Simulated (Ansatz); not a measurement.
**C₁₃H₁₇FOTi: how energies converge with the basis set**

The task here is to estimate one member of a computed series from the others.

Computed with Ansatz 0.2.0, Gaussian basis. Level: one geometry, several basis sets.

The runs, in order: PBE0-D4/def2-SVP; ωB97M-V/def2-SVP; PBE0-D4/def2-QZVPP; ωB97M-V/def2-QZVPP; the functionals' def2-TZVPP values are taken from earlier runs.

## Structure used throughout

The geometry comes from an earlier relaxation with PBE0-D4 in a triple-zeta def2 set; it is a stationary point, not always the lowest conformer.

SMILES `C[O][Ti]12345678([F])([C@@H]9[C@H]1[C@H]2[C@@]3(C)[C@@H]94)[C@@H]1[C@H]5[C@H]6[C@@]7(C)[C@@H]18`, 33 atoms, charge 0, spin multiplicity 1.

Atoms are counted from 1 here; the program's logs count them from 0.

Bond lengths: C1–O2 1.391 Å, C1–H17 1.099 Å, C1–H18 1.097 Å, C1–H19 1.097 Å, O2–Ti3 1.852 Å, Ti3–F4 1.833 Å, Ti3–C5 2.388 Å, Ti3–C6 2.371 Å, Ti3–C7 2.428 Å, Ti3–C8 2.470 Å, Ti3–C10 2.409 Å, Ti3–C11 2.406 Å, Ti3–C12 2.376 Å, Ti3–C13 2.388 Å, Ti3–C14 2.468 Å, Ti3–C16 2.437 Å, C5–C6 1.408 Å, C5–C10 1.408 Å and more. Angles: O2–C1–H17 112.3°, O2–C1–H18 111.2°, O2–C1–H19 109.4°, H17–C1–H18 107.8°, H17–C1–H19 107.7°, H18–C1–H19 108.4°, C1–O2–Ti3 127.3°, O2–Ti3–F4 95.4°, O2–Ti3–C5 120.5°, O2–Ti3–C6 86.3°, O2–Ti3–C7 77.1°, O2–Ti3–C8 103.0°, O2–Ti3–C10 132.9°, O2–Ti3–C11 122.0°, O2–Ti3–C12 137.5°, O2–Ti3–C13 107.3°, O2–Ti3–C14 80.9°, O2–Ti3–C16 88.9° and more.

Set-up of the first run:

File in.yaml:

```yaml
crystal:
  periodic: [false, false, false]
  atoms:
    - {symbol: C, position_ang: [-2.063624, -1.134852, 1.501738]}
    - {symbol: O, position_ang: [-1.418332, -0.054948, 0.907989]}
    - {symbol: Ti, position_ang: [0.050800, -0.106290, -0.218859]}
    - {symbol: F, position_ang: [-0.505998, -1.574709, -1.163393]}
    - {symbol: C, position_ang: [0.898398, 1.901403, -1.195305]}
    - {symbol: C, position_ang: [-0.302465, 2.217281, -0.531801]}
    - {symbol: C, position_ang: [-1.354853, 1.591743, -1.236265]}
    - {symbol: C, position_ang: [-0.818617, 0.872212, -2.313161]}
    - {symbol: C, position_ang: [-1.571636, 0.053307, -3.297382]}
    - {symbol: C, position_ang: [0.588369, 1.042453, -2.266558]}
    - {symbol: C, position_ang: [1.857111, -1.661346, 0.108898]}
    - {symbol: C, position_ang: [2.402287, -0.379223, -0.019083]}
    - {symbol: C, position_ang: [1.979137, 0.381517, 1.103308]}
    - {symbol: C, position_ang: [1.201684, -0.444344, 1.937768]}
    - {symbol: C, position_ang: [0.594123, -0.041777, 3.236551]}
    - {symbol: C, position_ang: [1.100988, -1.698070, 1.298430]}
    - {symbol: H, position_ang: [-1.520623, -1.514533, 2.378421]}
    - {symbol: H, position_ang: [-2.179642, -1.965425, 0.793877]}
    - {symbol: H, position_ang: [-3.060525, -0.823839, 1.836180]}
    - {symbol: H, position_ang: [1.884059, 2.243028, -0.922983]}
    - {symbol: H, position_ang: [-0.403997, 2.822407, 0.356678]}
    - {symbol: H, position_ang: [-2.393818, 1.595978, -0.946431]}
    - {symbol: H, position_ang: [-1.417852, 0.430687, -4.311938]}
    - {symbol: H, position_ang: [-2.641060, 0.074985, -3.084995]}
    - {symbol: H, position_ang: [-1.241794, -0.987154, -3.262572]}
    - {symbol: H, position_ang: [1.296930, 0.590171, -2.945979]}
    - {symbol: H, position_ang: [1.932426, -2.458932, -0.613457]}
    - {symbol: H, position_ang: [3.027662, -0.030724, -0.826312]}
    - {symbol: H, position_ang: [2.244405, 1.406382, 1.316622]}
    - {symbol: H, position_ang: [-0.361639, 0.465469, 3.082076]}
    - {symbol: H, position_ang: [1.255574, 0.639282, 3.775435]}
    - {symbol: H, position_ang: [0.416282, -0.910510, 3.871957]}
    - {symbol: H, position_ang: [0.526261, -2.541637, 1.650535]}
basis:
  gaussian: {orbitals: def2-SVP}
hamiltonian: {xc: pbe0, dispersion: d4}
output: {orbitals: {seedname: orbitals}}
```

The run is started by

```sh
$ ansatz run in.yaml --threads 11 --pin off --events-out ev --progress --plain --max-ram 174080MiB --backend cuda --devices 0, --max-vram 75GiB
```

Steps of the session up to this table: PBE0-D4 in def2-SVP; ωB97M-V in def2-SVP; PBE0-D4 in def2-QZVPP; ωB97M-V in def2-QZVPP.

One table of the session follows, with a row left open; its other results are not shown here.

It belongs to the step «Density functionals: the series». 

```
functional       basis  HOMO (eV)
   PBE0-D4    def2-SVP          ?
   PBE0-D4  def2-TZVPP      -6.21
   PBE0-D4  def2-QZVPP      -6.22
   ωB97M-V    def2-SVP      -8.25
   ωB97M-V  def2-TZVPP      -8.26
   ωB97M-V  def2-QZVPP      -8.27
```

Estimate the missing values for PBE0-D4, def2-SVP.

The run gave: HOMO (eV): -6.20. In the column «HOMO (eV)» it is the highest.
